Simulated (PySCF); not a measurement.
# C8H14BN3SSi: NMR shifts at several levels of theory

How much do the NMR shifts of C8H14BN3SSi (`CCS[B-](C#N)(C#N)C#[N+][Si](C)(C)C`) depend on the level of theory, and what does each level cost?

The runs use PySCF 2.14.0, with density-fitted response routines of our own; the level of theory stands in each step. All values are computed, except where a source is named. Atoms count from 0, in the outputs and in this text.

### Step 1. The starting structure

28 atoms, charge 0, multiplicity 1; geometry from: GFN2-xTB.

Bonds of the start (Å): C0–C1 1.52, C1–S2 1.84, S2–B3 1.98, B3–C4 1.54, C4–N5 1.15, B3–C6 1.54, C6–N7 1.15, B3–C8 1.52, C8–N9 1.17, N9–Si10 1.77, Si10–C11 1.90, Si10–C12 1.90, Si10–C13 1.90, C0–H14 1.09, C0–H15 1.09, C0–H16 1.09, C1–H17 1.09, C1–H18 1.09, C11–H19 1.09, C11–H20 1.09, C11–H21 1.09, C12–H22 1.09, C12–H23 1.09, C12–H24 1.09, C13–H25 1.09, C13–H26 1.09, C13–H27 1.09.

### Step 2. Relaxing the molecule at PBE0-D3(BJ)/def2-SVP

What the job is given:

```
{"job": {"xc": "PBE0", "basis": "def2-SVP", "d3": "d3bj", "grid": 1, "kind": "geom"}, "charge": 0, "multiplicity": 1}
C      3.378610     0.597680     1.653450
C      1.871880     0.688490     1.501460
S      1.136840    -0.922520     1.018270
B      1.153270    -0.812190    -0.955750
C      1.001920    -2.214160    -1.586330
N      0.896800    -3.253600    -2.054890
C      2.320480     0.019980    -1.520090
N      3.191770     0.650110    -1.916440
C     -0.171160    -0.091090    -0.792560
N     -1.198690     0.441280    -0.597220
Si    -2.557150     0.948430     0.414180
C     -2.344350     0.109970     2.105120
C     -4.065000     0.349170    -0.567190
C     -2.380090     2.839000     0.467430
H      3.640460    -0.179040     2.368650
H      3.770020     1.548580     2.010200
H      3.848110     0.366990     0.700370
H      1.590160     1.428430     0.752040
H      1.400360     0.944440     2.451340
H     -2.452970    -0.968170     2.025590
H     -1.358420     0.301580     2.519520
H     -3.078840     0.465570     2.821420
H     -4.987030     0.577310    -0.041730
H     -4.033940    -0.724810    -0.727960
H     -4.115940     0.825720    -1.542020
H     -2.346580     3.261210    -0.533040
H     -3.221780     3.289510     0.984280
H     -1.475110     3.145500     0.984760
```

Log:

```text
step   0  E = -1188.70608021  max force = 0.031778
step   1  E = -1188.71389502  max force = 0.019671
step   2  E = -1188.71844988  max force = 0.011995
step   3  E = -1188.71974512  max force = 0.005870
step   4  E = -1188.72015464  max force = 0.004126
step   5  E = -1188.72033147  max force = 0.002945
step   6  E = -1188.72053307  max force = 0.002493
step   7  E = -1188.72063810  max force = 0.002140
step   8  E = -1188.72071751  max force = 0.001110
step   9  E = -1188.72075290  max force = 0.001453
step  10  E = -1188.72078351  max force = 0.001251
step  11  E = -1188.72081019  max force = 0.000998
step  12  E = -1188.72082429  max force = 0.000790
step  13  E = -1188.72083057  max force = 0.000673
step  14  E = -1188.72082837  max force = 0.000731
step  15  E = -1188.72082287  max force = 0.000836
step  16  E = -1188.72082589  max force = 0.000536
step  17  E = -1188.72082760  max force = 0.000246
step  18  E = -1188.72082612  max force = 0.000203
step  19  E = -1188.72082529  max force = 0.000174
step  20  E = -1188.72082594  max force = 0.000134
step  21  E = -1188.72082645  max force = 0.000129
optimisation converged
```

Run time: 7.3 min. Hardware: 8 threads of AMD EPYC 7R13 (Zen 3), shared host.

Relaxation path:

```tsv
step	energy from step 0 (eV)	largest force component (eV/Å)
0	0.0000	1.6341
1	-0.2127	1.0115
2	-0.3366	0.6168
3	-0.3718	0.3018
4	-0.3830	0.2122
5	-0.3878	0.1514
6	-0.3933	0.1282
7	-0.3961	0.1100
8	-0.3983	0.0571
9	-0.3993	0.0747
10	-0.4001	0.0643
11	-0.4008	0.0513
12	-0.4012	0.0406
13	-0.4014	0.0346
14	-0.4013	0.0376
15	-0.4012	0.0430
16	-0.4013	0.0276
17	-0.4013	0.0126
18	-0.4013	0.0104
19	-0.4012	0.0089
20	-0.4013	0.0069
21	-0.4013	0.0066
```

Close pairs (by a distance rule), those that changed most:

```tsv
bond	before (Å)	after (Å)	change (Å)
B3–C8	1.517	1.599	+0.082
S2–B3	1.977	1.910	-0.067
N9–Si10	1.768	1.810	+0.042
Si10–C11	1.899	1.860	-0.039
Si10–C13	1.900	1.861	-0.039
Si10–C12	1.896	1.860	-0.037
B3–C6	1.541	1.576	+0.036
B3–C4	1.545	1.576	+0.031
```

The next job starts from the end point, and lists it.

```tsv
at the end point	value
point group (found at 0.08 Å tolerance)	C1
rotational constants (GHz, main isotopes)	0.681, 0.299, 0.267
dipole moment (D)	11.54
```

### Step 3. Nuclear shieldings: PBE0/pcSseg-1

What the job is given:

```
{"job": {"kind": "nmr", "xc": "PBE0", "basis": "pcSseg-1", "pop": false}, "charge": 0, "multiplicity": 1}
C      3.899951     0.989711     1.199225
C      2.432662     0.770918     1.514812
S      1.904769    -0.973557     1.336961
B      1.234576    -1.016314    -0.451206
C      0.971522    -2.510782    -0.876006
N      0.741587    -3.607810    -1.170191
C      2.081365    -0.186161    -1.489801
N      2.704616     0.472081    -2.212772
C     -0.196055    -0.320096    -0.293695
N     -1.217312     0.181747    -0.060092
Si    -2.800650     0.899415     0.444693
C     -3.346190    -0.180494     1.857237
C     -3.880192     0.784570    -1.065018
C     -2.368225     2.640231     0.939242
H      4.535178     0.350406     1.829993
H      4.178124     2.040108     1.384566
H      4.118550     0.760694     0.147138
H      1.792330     1.409267     0.884739
H      2.210276     1.033740     2.560479
H     -3.491298    -1.220179     1.527000
H     -2.599687    -0.176212     2.665864
H     -4.300872     0.184781     2.267876
H     -4.879455     1.192702    -0.844656
H     -4.002883    -0.261118    -1.385243
H     -3.455364     1.357104    -1.903251
H     -1.938806     3.198820     0.093875
H     -3.272528     3.172485     1.274679
H     -1.642359     2.647311     1.766412
```

Level: GIAO PBE0/pcSseg-1 NMR shielding, non-relativistic, gas phase.

Log:

```text
coarse grid: 24888 points
cycle   1  E = -1188.9716829902  dE =  1.327e+00  |g| = 7.374e-01  |ddm| = 4.862e+00
cycle   2  E = -1188.6651124591  dE =  3.066e-01  |g| = 1.391e+00  |ddm| = 1.661e+00
cycle   3  E = -1189.0831063573  dE = -4.180e-01  |g| = 3.545e-01  |ddm| = 1.131e+00
cycle   4  E = -1189.1112395651  dE = -2.813e-02  |g| = 6.405e-02  |ddm| = 2.839e-01
cycle   5  E = -1189.1119934193  dE = -7.539e-04  |g| = 2.559e-02  |ddm| = 6.800e-02
cycle   6  E = -1189.1121368139  dE = -1.434e-04  |g| = 9.947e-03  |ddm| = 3.028e-02
cycle   7  E = -1189.1121575993  dE = -2.079e-05  |g| = 2.460e-03  |ddm| = 7.599e-03
cycle   8  E = -1189.1121589895  dE = -1.390e-06  |g| = 6.803e-04  |ddm| = 3.335e-03
final grid: 232728 points
cycle   9  E = -1189.1917563996  dE = -5.175e-05  |g| = 1.106e-02  |ddm| = 4.392e-02
cycle  10  E = -1189.1917417268  dE =  1.467e-05  |g| = 1.343e-02  |ddm| = 2.364e-02
cycle  11  E = -1189.1917863853  dE = -4.466e-05  |g| = 2.295e-03  |ddm| = 1.428e-02
cycle  12  E = -1189.1917874818  dE = -1.096e-06  |g| = 8.478e-04  |ddm| = 2.005e-03
cycle  13  E = -1189.1917876259  dE = -1.441e-07  |g| = 2.046e-04  |ddm| = 7.964e-04
cycle  14  E = -1189.1917876339  dE = -7.999e-09  |g| = 8.625e-05  |ddm| = 2.005e-04
cycle  15  E = -1189.1917876353  dE = -1.415e-09  |g| = 3.699e-05  |ddm| = 7.867e-05
cycle  16  E = -1189.1917876356  dE = -2.874e-10  |g| = 6.276e-06  |ddm| = 2.749e-05
converged SCF energy = -1189.1917876356

GIAO shielding tensors (ppm)
atom      isotropic    diamagn.    paramagn.     s11        s22        s33       span
  0 C      165.758     244.542     -78.784    147.064    164.652    185.559     38.495
  1 C      155.129     254.012     -98.883    138.861    152.790    173.737     34.876
  2 S      576.872    1059.864    -482.992    448.607    521.596    760.411    311.804
  3 B      136.123     185.566     -49.443    130.856    132.648    144.864     14.008
  4 C       60.920     262.655    -201.734    -58.648    -50.608    292.017    350.665
  5 N      -82.117     338.131    -420.249   -273.061   -261.852    288.561    561.622
  6 C       58.034     264.755    -206.722    -63.605    -51.127    288.833    352.437
  7 N      -79.044     338.965    -418.009   -266.485   -259.957    289.311    555.796
  8 C       25.837     273.134    -247.297    -89.144    -77.493    244.149    333.293
  9 N       55.174     343.570    -288.396    -72.256    -29.018    266.797    339.054
 10 Si     328.747     885.703    -556.956    317.014    332.132    337.095     20.081
 11 C      185.036     257.007     -71.971    178.854    185.044    191.210     12.356
 12 C      185.186     256.089     -70.904    179.214    184.590    191.753     12.539
 13 C      184.930     257.758     -72.828    178.479    185.079    191.233     12.754
 14 H       30.066      27.198       2.868     25.817     27.875     36.506     10.689
 15 H       30.099      26.875       3.225     24.965     26.984     38.349     13.384
 16 H       29.123      28.791       0.332     23.463     30.157     33.750     10.288
 17 H       29.196      37.653      -8.457     23.759     29.960     33.871     10.112
 18 H       28.878      33.497      -4.618     22.507     28.347     35.781     13.274
 19 H       30.580      32.388      -1.808     26.645     28.028     37.066     10.421
 20 H       30.533      34.141      -3.608     26.057     28.717     36.824     10.767
 21 H       31.017      26.465       4.552     26.629     27.818     38.603     11.974
 22 H       31.032      25.619       5.413     26.653     27.955     38.487     11.833
 23 H       30.615      31.788      -1.173     26.293     28.309     37.242     10.949
 24 H       30.662      32.359      -1.697     26.376     28.370     37.241     10.865
 25 H       30.639      33.726      -3.088     26.942     28.022     36.953     10.010
 26 H       30.993      27.001       3.992     26.557     27.856     38.566     12.009
 27 H       30.655      34.770      -4.115     26.347     28.640     36.978     10.631
```

Wall time 58 s (8 threads of AMD EPYC 7R13 (Zen 3), shared host).

The references, computed at this level on geometries of the same kind, shield at (ppm): 1H TMS 31.27, 13C TMS 184.4, 29Si TMS 352.0, 15N NH3 265.7, 11B BF3·OEt2 100.7, 33S CS2 496. Their shielding less the atom's gives the shift. The references are single molecules in the gas phase, so shifts against H2O, NH3, PH3, H3PO4 or CFCl3 are not on the usual liquid scales and can be off by tens of ppm. Atoms listed in one row are averaged.

```tsv
atoms	environment	σ (ppm)	δ (ppm)	δ scaled to CDCl3
C8	nitrilium-type carbon	25.8	158.6	153.5
C4, C6	nitrile carbon	59.5	124.9	120.8
C1	sp3 CH2 bonded to S	155.1	29.3	24.4
C0	methyl carbon	165.8	18.6	17.6
C11, C12, C13	methyl carbon bonded to Si	185.1	-0.6	-1.1
H17, H18	hydrogen on an sp3 CH2 bonded to S	29.04	2.23	2.33
H14, H15, H16	hydrogen on a methyl carbon	29.76	1.50	1.64
H19, H20, H21, H22, H23 and 4 more	hydrogen on a methyl carbon bonded to Si	30.75	0.52	0.71
S2	sulfur bonded to C, B	577	-81	–
B3	boron bonded to 3 C, S	136.1	-35.4	–
N5, N7	nitrile nitrogen	-80.6	346.3	–
N9	nitrogen bonded to C, Si	55.2	210.5	–
Si10	silicon bonded to 3 C, N	328.7	23.2	–
```

The scaled column applies a straight-line fit of computed shieldings to shifts measured in CDCl3, with any fitted terms for Cl, Br or S neighbours (root-mean-square error 0.21 ppm for H, 2.0 ppm for C).

### Step 4. Nuclear shieldings: PBE/pcSseg-1

Settings changed since step 3:

```diff
@@ -1,2 +1,2 @@
-{"job": {"kind": "nmr", "xc": "PBE0", "basis": "pcSseg-1", "pop": false}, "charge": 0, "multiplicity": 1}
+{"job": {"kind": "nmr", "xc": "PBE", "basis": "pcSseg-1", "pop": false}, "charge": 0, "multiplicity": 1}
 C      3.899951     0.989711     1.199225
```

With the program's defaults for keys left out, this is: GIAO PBE/pcSseg-1 NMR shielding, non-relativistic, gas phase.

Log:

```text
coarse grid: 24888 points
cycle   1  E = -1188.7623412162  dE =  1.098e+00  |g| = 9.422e-01  |ddm| = 4.984e+00
cycle   2  E = -1188.0626605113  dE =  6.997e-01  |g| = 1.918e+00  |ddm| = 2.438e+00
cycle   3  E = -1188.8374509643  dE = -7.748e-01  |g| = 8.134e-01  |ddm| = 1.908e+00
cycle   4  E = -1188.9884966844  dE = -1.510e-01  |g| = 1.405e-01  |ddm| = 6.084e-01
cycle   5  E = -1188.9920078053  dE = -3.511e-03  |g| = 6.430e-02  |ddm| = 1.999e-01
cycle   6  E = -1188.9931235415  dE = -1.116e-03  |g| = 2.529e-02  |ddm| = 1.158e-01
cycle   7  E = -1188.9932940374  dE = -1.705e-04  |g| = 9.626e-03  |ddm| = 3.564e-02
cycle   8  E = -1188.9933121369  dE = -1.810e-05  |g| = 3.647e-03  |ddm| = 8.464e-03
cycle   9  E = -1188.9933148419  dE = -2.705e-06  |g| = 7.950e-04  |ddm| = 3.199e-03
final grid: 232728 points
cycle  10  E = -1189.1017953763  dE = -4.935e-05  |g| = 1.785e-02  |ddm| = 5.806e-02
cycle  11  E = -1189.1016361615  dE =  1.592e-04  |g| = 3.038e-02  |ddm| = 4.424e-02
cycle  12  E = -1189.1018579307  dE = -2.218e-04  |g| = 8.948e-03  |ddm| = 3.340e-02
cycle  13  E = -1189.1018758038  dE = -1.787e-05  |g| = 2.343e-03  |ddm| = 6.837e-03
cycle  14  E = -1189.1018770199  dE = -1.216e-06  |g| = 5.735e-04  |ddm| = 2.952e-03
cycle  15  E = -1189.1018770874  dE = -6.746e-08  |g| = 2.618e-04  |ddm| = 6.817e-04
cycle  16  E = -1189.1018771007  dE = -1.336e-08  |g| = 1.073e-04  |ddm| = 2.180e-04
cycle  17  E = -1189.1018771033  dE = -2.525e-09  |g| = 2.297e-05  |ddm| = 9.391e-05
cycle  18  E = -1189.1018771034  dE = -1.073e-10  |g| = 1.303e-05  |ddm| = 3.692e-05
converged SCF energy = -1189.1018771034

GIAO shielding tensors (ppm)
atom      isotropic    diamagn.    paramagn.     s11        s22        s33       span
  0 C      161.307     244.290     -82.983    142.168    160.293    181.460     39.292
  1 C      147.962     254.145    -106.183    129.728    145.799    168.359     38.631
  2 S      526.238    1060.110    -533.873    396.749    484.495    697.470    300.721
  3 B      131.944     187.495     -55.550    126.255    128.526    141.051     14.796
  4 C       62.022     262.112    -200.089    -55.554    -46.212    287.833    343.387
  5 N      -79.728     339.276    -419.005   -268.924   -255.545    285.284    554.208
  6 C       58.847     264.324    -205.477    -61.175    -47.118    284.833    346.008
  7 N      -75.821     340.214    -416.036   -261.022   -252.469    286.027    547.048
  8 C       22.862     273.517    -250.656    -82.326    -71.701    222.612    304.937
  9 N       49.543     342.019    -292.476    -68.853    -21.332    238.814    307.667
 10 Si     313.851     887.090    -573.239    303.550    316.340    321.662     18.112
 11 C      180.637     256.027     -75.389    174.251    179.944    187.716     13.466
 12 C      180.749     255.125     -74.376    174.504    179.537    188.205     13.701
 13 C      180.448     256.759     -76.311    173.600    180.052    187.692     14.092
 14 H       30.055      27.093       2.962     26.063     27.925     36.178     10.116
 15 H       30.007      26.801       3.206     25.042     27.031     37.949     12.907
 16 H       29.052      29.040       0.013     23.595     30.142     33.420      9.825
 17 H       28.936      37.982      -9.046     23.641     29.880     33.286      9.645
 18 H       28.664      33.348      -4.684     22.432     28.388     35.173     12.741
 19 H       30.531      32.376      -1.845     26.786     28.075     36.731      9.946
 20 H       30.483      34.105      -3.622     26.205     28.765     36.479     10.274
 21 H       30.970      26.561       4.409     26.819     27.943     38.148     11.328
 22 H       30.986      25.735       5.251     26.841     28.070     38.046     11.204
 23 H       30.558      31.786      -1.227     26.436     28.343     36.896     10.459
 24 H       30.603      32.346      -1.743     26.519     28.404     36.885     10.365
 25 H       30.568      33.702      -3.134     27.078     28.048     36.580      9.502
 26 H       30.937      27.094       3.844     26.731     27.977     38.105     11.374
 27 H       30.592      34.730      -4.137     26.480     28.672     36.626     10.146
```

Run time: 37 s. Hardware: 8 threads of AMD EPYC 7R13 (Zen 3), shared host.

In short: δ C8 157.2, C4 119.6, C1 32.1, C0 18.7, H17 2.40, H14 1.49 ppm (means over like atoms).

### Step 5. Nuclear shieldings: wB97X-D/pcSseg-1

Settings changed since step 4:

```diff
@@ -1,2 +1,2 @@
-{"job": {"kind": "nmr", "xc": "PBE", "basis": "pcSseg-1", "pop": false}, "charge": 0, "multiplicity": 1}
+{"job": {"kind": "nmr", "xc": "wB97X-D", "basis": "pcSseg-1", "pop": false}, "charge": 0, "multiplicity": 1}
 C      3.899951     0.989711     1.199225
```

Level: GIAO wB97X-D/pcSseg-1 NMR shielding, non-relativistic, gas phase.

Log:

```text
coarse grid: 24888 points
cycle   1  E = -1189.6210547732  dE =  1.653e+00  |g| = 7.858e-01  |ddm| = 4.758e+00
cycle   2  E = -1189.4425254288  dE =  1.785e-01  |g| = 1.269e+00  |ddm| = 1.581e+00
cycle   3  E = -1189.7825547170  dE = -3.400e-01  |g| = 1.450e-01  |ddm| = 8.696e-01
cycle   4  E = -1189.7870435398  dE = -4.489e-03  |g| = 6.280e-02  |ddm| = 1.828e-01
cycle   5  E = -1189.7878936058  dE = -8.501e-04  |g| = 1.757e-02  |ddm| = 6.033e-02
cycle   6  E = -1189.7879488701  dE = -5.526e-05  |g| = 7.163e-03  |ddm| = 1.545e-02
cycle   7  E = -1189.7879603804  dE = -1.151e-05  |g| = 1.584e-03  |ddm| = 6.735e-03
cycle   8  E = -1189.7879611340  dE = -7.536e-07  |g| = 4.435e-04  |ddm| = 2.687e-03
final grid: 232728 points
cycle   9  E = -1189.8797252944  dE = -4.126e-04  |g| = 1.111e-02  |ddm| = 6.001e-02
cycle  10  E = -1189.8796972726  dE =  2.802e-05  |g| = 1.642e-02  |ddm| = 1.697e-02
cycle  11  E = -1189.8797515634  dE = -5.429e-05  |g| = 2.446e-03  |ddm| = 1.024e-02
cycle  12  E = -1189.8797527088  dE = -1.145e-06  |g| = 8.060e-04  |ddm| = 2.209e-03
cycle  13  E = -1189.8797528657  dE = -1.569e-07  |g| = 3.427e-04  |ddm| = 9.784e-04
cycle  14  E = -1189.8797528907  dE = -2.498e-08  |g| = 1.049e-04  |ddm| = 3.099e-04
cycle  15  E = -1189.8797528939  dE = -3.197e-09  |g| = 2.882e-05  |ddm| = 1.574e-04
cycle  16  E = -1189.8797528943  dE = -4.525e-10  |g| = 9.504e-06  |ddm| = 8.088e-05
converged SCF energy = -1189.8797528943

GIAO shielding tensors (ppm)
atom      isotropic    diamagn.    paramagn.     s11        s22        s33       span
  0 C      165.375     244.283     -78.908    146.749    164.192    185.184     38.435
  1 C      156.459     253.964     -97.506    141.821    153.606    173.949     32.128
  2 S      585.810    1060.404    -474.593    455.246    522.923    779.262    324.015
  3 B      136.716     186.032     -49.317    131.487    133.132    145.527     14.040
  4 C       59.788     263.141    -203.353    -60.514    -53.377    293.256    353.770
  5 N      -81.021     338.645    -419.666   -272.060   -261.929    290.925    562.985
  6 C       57.032     265.321    -208.289    -65.258    -53.707    290.061    355.319
  7 N      -78.372     339.520    -417.891   -266.232   -260.446    291.562    557.794
  8 C       26.481     273.652    -247.171    -93.071    -80.473    252.988    346.059
  9 N       56.121     344.162    -288.040    -74.794    -34.181    277.338    352.133
 10 Si     327.934     885.609    -557.675    315.640    331.692    336.470     20.829
 11 C      185.142     257.358     -72.216    179.120    185.510    190.795     11.675
 12 C      185.308     256.415     -71.107    179.514    185.037    191.373     11.859
 13 C      185.074     258.134     -73.060    178.869    185.505    190.847     11.978
 14 H       30.146      27.184       2.962     25.869     27.973     36.597     10.728
 15 H       30.229      26.931       3.298     25.143     27.108     38.435     13.291
 16 H       29.237      29.023       0.214     23.588     30.286     33.836     10.248
 17 H       29.450      38.201      -8.751     24.045     30.152     34.154     10.109
 18 H       29.089      33.609      -4.520     22.778     28.469     36.020     13.242
 19 H       30.703      32.646      -1.943     26.785     28.177     37.146     10.360
 20 H       30.657      34.504      -3.848     26.203     28.860     36.907     10.704
 21 H       31.126      26.311       4.816     26.738     27.920     38.721     11.983
 22 H       31.141      25.461       5.680     26.762     28.060     38.600     11.838
 23 H       30.741      32.056      -1.314     26.435     28.461     37.328     10.892
 24 H       30.788      32.656      -1.868     26.518     28.520     37.327     10.810
 25 H       30.770      34.027      -3.257     27.083     28.180     37.047      9.964
 26 H       31.107      26.856       4.251     26.675     27.961     38.686     12.011
 27 H       30.782      35.135      -4.353     26.489     28.794     37.064     10.575
```

Run time: 78 s. Hardware: 8 threads of AMD EPYC 7R13 (Zen 3), shared host.

This run: δ C8 158.1, C4 126.1, C1 28.1, C0 19.2, H17 2.11, H14 1.51 ppm (means over like atoms).

(Part 1 of 2 ends here.)
